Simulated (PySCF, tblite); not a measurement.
# C2H7Cl2GeNSi+ (doublet): geometry, infrared bands and EPR parameters

Wanted: the infrared bands and EPR parameters of C2H7Cl2GeNSi+ (doublet) (`C=[C](Cl)[Ge@H]([Cl])[NH+][SiH3]`), by calculation.

Computed with tblite 0.8.0 and PySCF 2.14.0, with density-fitted response routines of our own, on a single molecule in the gas phase. Atoms are numbered from 0 throughout.

### Step 1. Starting geometry

14 atoms, charge 1, multiplicity 2; geometry from: force field or distance geometry start.

Bonds of the start (Å): C0–C1 1.35, C1–Cl2 1.75, C1–Ge3 1.93, Ge3–Cl4 2.16, Ge3–N5 1.87, N5–Si6 1.78, C0–H7 1.08, C0–H8 1.09, Ge3–H9 1.54, N5–H10 1.04, Si6–H11 1.47, Si6–H12 1.47, Si6–H13 1.47.

### Step 2. Optimising the geometry with GFN2-xTB

Job settings and geometry (Å):

```
{"job": {"kind": "relax", "xc": "GFN2-xTB", "basis": "xTB"}, "charge": 1, "multiplicity": 2}
C      2.047700    -1.197000     0.358600
C      1.401300    -0.568800    -0.646000
Cl     1.414500    -1.266000    -2.247600
Ge     0.468500     1.084700    -0.327000
Cl     1.868300     2.565100     0.400600
N     -0.861600     0.811900     0.965300
Si    -2.105200    -0.239000     0.234200
H      2.569400    -2.122900     0.185800
H      2.043500    -0.779700     1.362400
H     -0.176100     1.573500    -1.635300
H     -1.308900     1.739100     1.129900
H     -2.637700     0.379900    -0.982700
H     -1.524500    -1.549100    -0.080000
H     -3.199600    -0.432100     1.194600
```

The run is started by

```
> OMP_NUM_THREADS=1 python probes_run.py task.json out
```

This one command runs all jobs of the session in turn.

**Question.** This job is followed by: GFN2-xTB harmonic vibrations, gas phase; UKS B3LYP, def2-TZVP-core on Ge, pcH-1 on C Cl H N Si, non-relativistic, mean-field spin-orbit, GIAO. What will the session give for the following? strongest single infrared mode (GFN2-xTB); zero-point energy (GFN2-xTB); g(iso) (B3LYP); ⟨S²⟩; largest a(iso) (averaged by class).

As calculated:

| quantity | value |
| --- | --- |
| strongest single infrared mode (GFN2-xTB) | 743 cm⁻¹, 231 km/mol |
| zero-point energy (GFN2-xTB) | 48.0 kcal/mol |
| g(iso) (B3LYP) | 2.01177 |
| ⟨S²⟩ | 0.758 (exact 0.75) |
| largest a(iso) (averaged by class) | 1H on H11, H12, H13, 67.2 MHz |

**Reading.** Relaxing lowered the energy by 0.924 eV in 151 steps; the close pair that moved most is C1–Ge3, from 1.925 to 2.081 Å. No mode is imaginary among the 36: a minimum at this level. The strongest single mode, at 743 cm⁻¹, is carried by H11, H12, Si6, H13. Unscaled tight-binding wavenumbers are off by several per cent, some by more. Its intensities can rank the bands wrongly. The largest share of the spin, 0.57 e, sits on N5. The isotropic g lies 9.4 ppt above the free-electron value. The hyperfine terms hold no scalar relativity, which the heavier nuclei need. These values are for one conformer; the search (at its own cheap level) found 2 more, at 0.02, 0.17 kcal/mol (those within 0.05 may be mirror or relabelled copies), and measured spectra average over such forms.
